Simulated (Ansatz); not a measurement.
# Co4Ge (R-3m) in Ansatz: reference runs

Reference runs on Co4Ge: the cell as given.

All numbers are computed with Ansatz 0.2.0; they aren't measurements. Logs are shortened: lines on timing, memory, paths and dates and some standing lists are left out, and cuts for length are marked.

### Step 1. The crystal as given

The structure is trigonal, space group R-3m (No. 166). Conventional cell: a = 2.625 Å, b = 2.625 Å, c = 29.588 Å, α = 90.00°, β = 90.00°, γ = 120.00°. Ge (site symmetry -3m) is surrounded by 6 Co at 2.51 Å and 6 Ge at 2.62 Å. Co (site symmetry 3m) has 9 Co at 2.45 to 2.62 Å and 3 Ge at 2.51 Å as nearest neighbours. Co (site symmetry 3m) is surrounded by 12 Co at 2.45 to 2.62 Å.

The cell comes from a database or a generator and needn't be the stable form of this composition.

### Step 2. Single point, PBE, collinear spin, ferromagnetic start

input.yaml

```yaml
crystal:
  lattice:
    - [1.3124950637, 0.7577693783, 9.8626483117]
    - [-1.3124950637, 0.7577693783, 9.8626483117]
    - [0.0, -1.5155387567, 9.8626483117]
  atoms:
    - { symbol: Ge, position: [0.0, 0.0, 0.0] }
    - { symbol: Co, position: [0.59884, 0.59884, 0.59884], spin: 2.0 }
    - { symbol: Co, position: [0.20032, 0.20032, 0.20032], spin: 2.0 }
    - { symbol: Co, position: [0.79968, 0.79968, 0.79968], spin: 2.0 }
    - { symbol: Co, position: [0.40116, 0.40116, 0.40116], spin: 2.0 }
hamiltonian:
  xc: pbe
  pseudopotentials: { kind: paw }
magnetization:
  spin_polarized: true
kpoints:
  mp_grid: { grid: [12, 12, 12] }
scf:
  occupations: { method: fermi_dirac, width: 0.05 }
output:
  forces: true
  stress: true
  eigenvalues: true
```

Potentials or basis: Ansatz PAW.

On the command line:

```
$ ansatz run input.yaml --threads 2 --pin off --max-ram 5120MiB --backend cpu --events-out ev --progress --plain --runs-dir out
```

What it wrote:

```text
Warning: RAYON_NUM_THREADS=2 ignored (pool sized by the plan → 2); use --threads N
basis.fft_grid_basis auto: the FFT boxes are laid along the combinations [[1, 0, -1], [0, 1, -1], [0, 0, 1]] of the cell's own vectors, 2.625, 2.625 and 9.978 Å long. The dense box has 18×18×72 points. Along the cell's own vectors, as sized, it would have 72×72×72, 16.00 times as many. Of the 12 symmetry operations that the crystal satisfies within crystal.symmetry.tolerance (time reversal apart; of a slab, those that keep its plane) the dense box along the cell's own vectors carries 12, and the one as laid loses 8 of those. basis.fft_grid_basis: typed keeps the cell's own vectors: state it where this run's energies or levels are differenced outside the engine with another run's, or held beside a run that keeps those vectors.
Engine: ansatz 0.2.0, x86_64-unknown-linux-gnu
Pseudopotentials: kind: paw
Pseudopotential: Ge, paw, valence charge 14, recommended cutoff 420 eV (normal), Ge.paw.azcp
Pseudopotential: Co, paw, valence charge 17, recommended cutoff 420 eV (normal), Co.paw.azcp
Functional definition: PBE
  parameter kappa = 0.804
  parameter beta = 0.06672455060314922
  exchange = pbe_x(kappa = kappa, mu = beta*pi^2/3)
  correlation = pbe_c(beta = beta)
Crystal: 5 atoms, lattice volume = 58.854 Å³
Basis set: ecut = 420 eV, 1179 PW (Γ), FFT grids on a1−a3, a2−a3, a3, exchange–correlation on 36×36×144 points (8 copies of the dense FFT grid, shifted against one another)
Bands: 54, of which v1, the nominal top of the filled ones, is band 41 counted from 1 (40 counted from 0)
Symmetry: 12 space group operations
Space group: R-3m (ITA 166), of the structure as read, at distance tolerance 3.9e-5 Å
Magnetic group: BNS 166.97 (UNI 1327), of the structure as read, at distance tolerance 3.9e-5 Å
k-points: 189 of 1728
Non-local potential: Ge, projectors of the file, l = 0: 2, l = 1: 2, l = 2: 3, l = 3: 1
Non-local potential: Co, projectors of the file, l = 0: 3, l = 1: 2, l = 2: 3, l = 3: 1
PAW form: soft (Blöchl's): semilocal exchange-correlation on the pseudo side does not see the compensation charge
PAW one-centre angular grid: Ge, 590 points (default); XC on 64 Gauss nodes
PAW one-centre angular grid: Co, 590 points (default); XC on 64 Gauss nodes
Initial density: superposition of atomic densities (chi_scale 0.1, normalization cell)
Starting moments: Σ|m| = 8 μB on 4 of 5 sites
Initial wavefunctions: pseudopotential atomic-orbital guess
Functional: x = pbe(κ = 0.804, μ = 0.2195149727645171), c = pbe(β = 0.06672455060314922)
SCF iter   1: F=—  HF=-24796.834780 eV  |F-HF|=—  |Δ(HF+E_count)|=         —  Δρ=5.24e-2 (↑5.10e-2 ↓5.24e-2)  dr2=3.50e0  dr2_m=3.15e-1  M=6.664 μB ∫|m|=7.076 μB  β_m=0.30  ethr=3.10e-3  ⟨swp⟩=5.6  Hψ=66490  notcnv=0  defer=79
Mixer restart at iter 1: flushing history
preconditioner: auto → Kerker (q_TF=auto, 2.883 Å⁻¹)  [metal: Δε(μ)=0.001 eV  Ē_g=12.499 eV  σ=0.050 eV  W_gap=0.01  n_scr=20 (ndim 8)  ℏωp=34.2 eV  f_vac=0.000  D(μ)=5.69/eV (n_scr^D=72)]
spin=Collinear: Kerker preconditioning applied to the charge; magnetization (m = ρ↑ − ρ↓) channel mixes plain (no charge-response kernel on spin).
SCF iter   2: F=—  HF=-24796.202133 eV  |F-HF|=—  |Δ(HF+E_count)|=   6.33e-1  Δρ=2.44e-2 (↑1.92e-2 ↓2.44e-2)  dr2=1.66e0  dr2_m=1.75e-1  M=6.554 μB ∫|m|=7.021 μB  β_m=0.36  ethr=3.10e-3  ⟨swp⟩=2.3  Hψ=30544  notcnv=0  defer=1284
SCF iter   3: F=—  HF=-24797.311775 eV  |F-HF|=—  |Δ(HF+E_count)|=    1.11e0  Δρ=2.28e-2 (↑1.47e-2 ↓2.28e-2)  dr2=1.70e0  dr2_m=1.27e-1  M=6.329 μB ∫|m|=6.858 μB  β_m=0.39  ethr=2.02e-3  ⟨swp⟩=2.0  Hψ=23401  notcnv=0  defer=1289
SCF iter   4: F=—  HF=-24798.529720 eV  |F-HF|=—  |Δ(HF+E_count)|=    1.22e0  Δρ=1.82e-2 (↑9.40e-3 ↓1.82e-2)  dr2=1.12e0  dr2_m=6.19e-2  M=6.037 μB ∫|m|=6.642 μB  β_m=0.43  ethr=2.02e-3  ⟨swp⟩=2.0  Hψ=24636  notcnv=0  defer=1282
SCF iter   5: F=—  HF=-24798.929060 eV  |F-HF|=—  |Δ(HF+E_count)|=   3.99e-1  Δρ=1.06e-2 (↑6.16e-3 ↓1.06e-2)  dr2=1.59e-1  dr2_m=1.30e-2  M=5.912 μB ∫|m|=6.571 μB  β_m=0.77  ethr=1.36e-3  ⟨swp⟩=2.3  Hψ=29009  notcnv=0  defer=1388
SCF iter   6: F=—  HF=-24798.904213 eV  |F-HF|=—  |Δ(HF+E_count)|=   2.48e-2  Δρ=7.78e-3 (↑3.86e-3 ↓7.78e-3)  dr2=3.71e-2  dr2_m=6.52e-3  M=5.883 μB ∫|m|=6.585 μB  β_m=0.73  ethr=1.94e-4  ⟨swp⟩=3.0  Hψ=34584  notcnv=0  defer=1406
SCF iter   7: F=—  HF=-24798.909472 eV  |F-HF|=—  |Δ(HF+E_count)|=   5.26e-3  Δρ=2.80e-3 (↑2.44e-3 ↓2.80e-3)  dr2=1.39e-2  dr2_m=3.27e-4  M=5.906 μB ∫|m|=6.616 μB  β_m=0.58  ethr=4.53e-5  ⟨swp⟩=2.3  Hψ=37896  notcnv=0  defer=1406
SCF iter   8: F=—  HF=-24798.907196 eV  |F-HF|=—  |Δ(HF+E_count)|=   2.28e-3  Δρ=6.04e-4 (↑6.04e-4 ↓4.31e-4)  dr2=3.21e-4  dr2_m=1.70e-5  M=5.907 μB ∫|m|=6.618 μB  β_m=0.58  ethr=1.69e-5  ⟨swp⟩=2.4  Hψ=32054  notcnv=0  defer=1407
SCF iter   9: F=—  HF=-24798.907373 eV  |F-HF|=—  |Δ(HF+E_count)|=   1.77e-4  Δρ=4.19e-4 (↑2.75e-4 ↓4.19e-4)  dr2=2.85e-4  dr2_m=9.43e-6  M=5.908 μB ∫|m|=6.620 μB  β_m=0.79  ethr=3.91e-7  ⟨swp⟩=2.1  Hψ=32441  notcnv=0  defer=1406
SCF iter  10: F=—  HF=-24798.907684 eV  |F-HF|=—  |Δ(HF+E_count)|=   3.11e-4  Δρ=2.49e-4 (↑2.49e-4 ↓1.01e-4)  dr2=2.78e-5  dr2_m=5.56e-6  M=5.910 μB ∫|m|=6.621 μB  β_m=0.64  ethr=3.48e-7  ⟨swp⟩=2.2  Hψ=30688  notcnv=0  defer=1401
SCF iter  11: F=—  HF=-24798.907674 eV  |F-HF|=—  |Δ(HF+E_count)|=   9.56e-6  Δρ=8.66e-5 (↑8.66e-5 ↓4.58e-5)  dr2=3.62e-6  dr2_m=1.38e-6  M=5.911 μB ∫|m|=6.621 μB  β_m=0.82  ethr=3.39e-8  ⟨swp⟩=2.0  Hψ=29815  notcnv=0  defer=1396
SCF iter  12: F=—  HF=-24798.907675 eV  |F-HF|=—  |Δ(HF+E_count)|=   5.22e-7  Δρ=7.83e-5 (↑4.94e-5 ↓7.83e-5)  dr2=9.14e-6  dr2_m=4.03e-7  M=5.911 μB ∫|m|=6.622 μB  β_m=0.82  ethr=4.42e-9  ⟨swp⟩=1.0  Hψ=20412  notcnv=0  defer=1396
SCF iter  13: F=—  HF=-24798.907675 eV  |F-HF|=—  |Δ(HF+E_count)|=   1.50e-7  Δρ=1.82e-5 (↑5.46e-6 ↓1.82e-5)  dr2=6.68e-7  dr2_m=2.80e-8  M=5.911 μB ∫|m|=6.622 μB  β_m=0.91  ethr=4.42e-9  ⟨swp⟩=2.0  Hψ=26897  notcnv=0  defer=1397
SCF iter  14: F=—  HF=-24798.907675 eV  |F-HF|=—  |Δ(HF+E_count)|=   5.46e-8  Δρ=1.86e-5 (↑7.62e-6 ↓1.86e-5)  dr2=2.06e-7  dr2_m=2.16e-8  M=5.911 μB ∫|m|=6.622 μB  β_m=0.75  ethr=8.15e-10  ⟨swp⟩=2.1  Hψ=26678  notcnv=0  defer=1397
SCF iter  15: F=—  HF=-24798.907675 eV  |F-HF|=—  |Δ(HF+E_count)|=   3.20e-8  Δρ=8.73e-6 (↑3.13e-6 ↓8.73e-6)  dr2=4.63e-8  dr2_m=8.13e-9  M=5.911 μB ∫|m|=6.622 μB  β_m=0.88  ethr=2.51e-10  ⟨swp⟩=2.1  Hψ=26170  notcnv=0  defer=1397
SCF iter  16: F=—  HF=-24798.907675 eV  |F-HF|=—  |Δ(HF+E_count)|=   7.77e-9  Δρ=9.39e-6 (↑3.22e-6 ↓9.39e-6)  dr2=1.07e-7  dr2_m=5.37e-9  M=5.911 μB ∫|m|=6.622 μB  β_m=0.73  ethr=5.64e-11  ⟨swp⟩=2.3  Hψ=32180  notcnv=0  defer=1397
SCF iter  17: F=-24798.907675 eV  HF=-24798.907675 eV  |F-HF|=3.00e-8  |Δ(HF+E_count)|=   3.24e-9  Δρ=4.41e-6 (↑1.10e-6 ↓4.41e-6)  dr2=3.13e-8  dr2_m=1.54e-9  M=5.911 μB ∫|m|=6.622 μB  ethr=5.64e-11  ⟨swp⟩=7.9  Hψ=75255  notcnv=0
SCF 1 converged in 17 iterations: F = -24798.907675 eV  dr2 = 3.13e-8
SCF converged after 17 iterations
Magnetization: 5.9106 μB (43.9553 up, 38.0447 down)
Absolute magnetization: 6.6226 μB (∫|ρ↑−ρ↓|, with the PAW one-centre terms)
Spin contamination: 0.1349 ħ² per cell (⟨S²⟩ above its minimum at these occupations)
Per-site moments (μB) at R_I (Å): [(-0.03396362396915994, 1.0373625733797815), (1.333429271282501, 1.0118359971272748), (1.788817182320845, 1.0118359971272748), (1.7888171823208425, 1.0118359971272723), (1.3334292712825002, 1.0118359971272723)]
Free energy (F): -24798.907675 eV
Harris-Foulkes:  -24798.907675 eV  (|F-HF|=3.00e-8)
Internal energy: -24798.863570 eV  (E = F + TS)
E sigma→0 (E₀):  -24798.885622 eV
Entropy (-TS):   -0.044105 eV (-8.821 meV/atom)
Fermi energy:    17.619034 eV
--- Per-component energies (eV) ---
  E_band       = -1079.126742
  E_kinetic    = 1925.128094
  E_local      = -13801.224033  (includes V_loc(G=0)·N_el)
  E_nonlocal   = 2240.978932
  E_hartree    = 5856.065162
  E_xc         = -711.366433
  E_vxc        = -885.093956  (∫ρ·V_xc dr)
  E_paw        = -8083.032772  (= ΣΔE_a)
  E_vpaw       = -2271.042153  (= ΣTr[D̂ρ^β])
  E_aug_tail   = 0.000623  (compensation charges beyond the density's cutoff)
  E_ewald      = -12225.413143
  E_smearing   = -0.044105  (= −TS)
  E_closure    = 0.000000  (closes the sum)
  Σ components = -24798.907675   (vs F -24798.907675, Δ=0.00e0)
--- Forces (eV/Å), atoms counted from 1 ---
  atom   1  Ge     0.00000000     0.00000000    -0.00000000
  atom   2  Co     0.00000000    -0.00000000     0.04772834
  atom   3  Co     0.00000000     0.00000000    -0.08255401
  atom   4  Co     0.00000000    -0.00000000     0.08255401
  atom   5  Co     0.00000000     0.00000000    -0.04772834
  max |Σ_I F_I| component: 6.94e-18 eV/Å
--- Stress (GPa, compression-positive) ---
       -0.418387       0.000000       0.000000
        0.000000      -0.418387      -0.000000
        0.000000      -0.000000       0.638503
  P = ⅓ Tr σ = -0.0661 GPa (-0.661 kbar)
--- Band table (eV; the first three rows and the last of 378) ---
  k-point 0 ↑: bands = ["-78.5917", "-78.5670", "-78.1276", "-78.1275", "-41.8846", "-41.7847", "-41.7847", "-41.7599", "-41.7599", "-41.7505", "-41.3538", "-41.3538", "-41.3538", "-41.3538", "-41.3455", "-41.3403", "-7.4818", "-7.4818", "-7.4097", "-7.2243", "-7.2243", "3.3167", "9.3926", "9.5790", "12.3646", "12.7062", "14.0996", "14.7879", "14.7879", "14.8504", "14.8504", "15.1409", "15.1409", "15.1770", "15.2225", "15.2225", "15.3175", "15.9297", "15.9297", "15.9849", "15.9849", "16.2439", "16.4043", "16.4043", "16.7319", "16.7319", "22.7818", "25.5313", "29.8816", "29.8816", "33.7086", "33.8364", "34.2997", "34.2997"]
  k-point 1 ↑: bands = ["-78.5901", "-78.5662", "-78.1264", "-78.1263", "-41.8816", "-41.7973", "-41.7876", "-41.7690", "-41.7617", "-41.7472", "-41.3630", "-41.3629", "-41.3561", "-41.3560", "-41.3443", "-41.3396", "-7.4872", "-7.4646", "-7.3964", "-7.2357", "-7.2267", "3.5134", "9.5866", "9.8075", "12.5037", "12.8588", "14.1032", "14.7097", "14.7720", "14.8726", "14.8971", "14.9351", "15.0700", "15.2026", "15.2100", "15.2976", "15.3778", "15.6986", "15.8560", "15.8615", "16.0403", "16.1067", "16.3969", "16.7186", "16.7469", "17.2489", "23.0191", "25.6182", "27.8363", "28.9670", "32.3974", "33.7005", "34.3663", "35.1194"]
  k-point 2 ↑: bands = ["-78.5857", "-78.5640", "-78.1232", "-78.1232", "-41.8745", "-41.8264", "-41.7952", "-41.7923", "-41.7665", "-41.7442", "-41.3875", "-41.3871", "-41.3622", "-41.3622", "-41.3415", "-41.3385", "-7.5060", "-7.4172", "-7.3570", "-7.2664", "-7.2333", "4.1051", "10.1591", "10.4541", "12.8755", "13.2256", "14.0512", "14.4284", "14.5672", "14.6583", "14.9364", "14.9784", "15.1061", "15.1884", "15.2593", "15.3644", "15.5001", "15.5096", "15.6770", "15.8586", "16.0749", "16.1440", "16.3998", "16.7761", "17.3631", "17.9863", "23.6500", "24.3843", "25.9161", "27.4231", "30.9961", "31.5477", "32.5669", "33.8171"]
  k-point 188 ↓: bands = ["-76.5216", "-76.5210", "-76.4236", "-76.3979", "-39.9568", "-39.9329", "-39.7532", "-39.7256", "-39.7256", "-39.7248", "-39.7248", "-39.6405", "-39.6405", "-39.6263", "-39.6144", "-39.6144", "-7.4841", "-7.4841", "-7.4208", "-7.2344", "-7.2344", "3.2589", "8.8849", "10.8390", "11.2739", "13.7367", "14.8876", "16.3698", "16.3698", "16.4759", "16.4759", "16.5768", "16.6334", "16.6334", "16.6812", "16.6812", "16.8203", "17.1701", "17.5281", "17.5281", "17.7467", "17.7467", "17.9284", "17.9284", "18.4814", "18.4814", "22.0126", "29.1242", "29.4877", "29.8642", "29.8642", "34.3116", "34.3116", "34.7214"]
```

It took 2 min on 2 threads of Intel Xeon at 2.50GHz (Skylake/Cascade Lake), shared host; peak memory 1.1 GiB.

Results:

```yaml
Free_energy: -24798.9077 eV
Pressure: -0.1 GPa
Largest_force: 0.083 eV/Å
Band_gap_on_the_k_mesh: none (metal or under the smearing width)
Net_moment: 5.91 μB per cell
Absolute_moment: 6.62 μB per cell
Site_moments: Ge -0.03; Co +1.33, +1.79 μB
```

Forces in eV/Å, atoms in the order of the input:
```
Ge   0.000  0.000  0.000
Co   0.000  0.000  0.048
Co   0.000  0.000 -0.083
Co   0.000  0.000  0.083
Co   0.000  0.000 -0.048
```

Stress tensor (GPa, compression positive):
```
-0.42  0.00  0.00
 0.00 -0.42  0.00
 0.00  0.00  0.64
```

Levels at points of the mesh, in eV from the Fermi level:
Spin up:
| k point | band 42 | band 43 | band 44 | band 45 | band 46 | band 47 |
| --- | --- | --- | --- | --- | --- | --- |
| (0.00, 0.00, 0.00) | -1.38 | -1.21 | -1.21 | -0.89 | -0.89 | 5.16 |
| (0.00, 0.00, -0.50) | -0.75 | -0.71 | 0.11 | 1.39 | 1.54 | 2.44 |
| (0.00, -0.50, -0.50) | -0.69 | -0.69 | 0.27 | 0.37 | 2.07 | 2.28 |
| (-0.50, -0.50, -0.50) | -1.23 | -1.23 | -0.88 | -0.88 | -0.67 | 3.77 |
Spin down:
| k point | band 34 | band 35 | band 36 | band 37 | band 38 | band 39 | band 40 | band 41 | band 42 | band 43 |
| --- | --- | --- | --- | --- | --- | --- | --- | --- | --- | --- |
| (0.00, 0.00, 0.00) | -0.98 | -0.96 | -0.96 | -0.92 | -0.63 | -0.09 | -0.09 | 0.13 | 0.13 | 0.32 |
| (0.00, 0.00, -0.50) | -0.87 | -0.87 | -0.50 | 0.05 | 0.16 | 0.71 | 0.78 | 0.84 | 0.91 | 1.00 |
| (0.00, -0.50, -0.50) | -0.83 | -0.82 | -0.10 | 0.40 | 0.40 | 0.75 | 0.78 | 0.87 | 0.91 | 1.02 |
| (-0.50, -0.50, -0.50) | -0.99 | -0.94 | -0.94 | -0.80 | -0.45 | -0.09 | -0.09 | 0.13 | 0.13 | 0.31 |
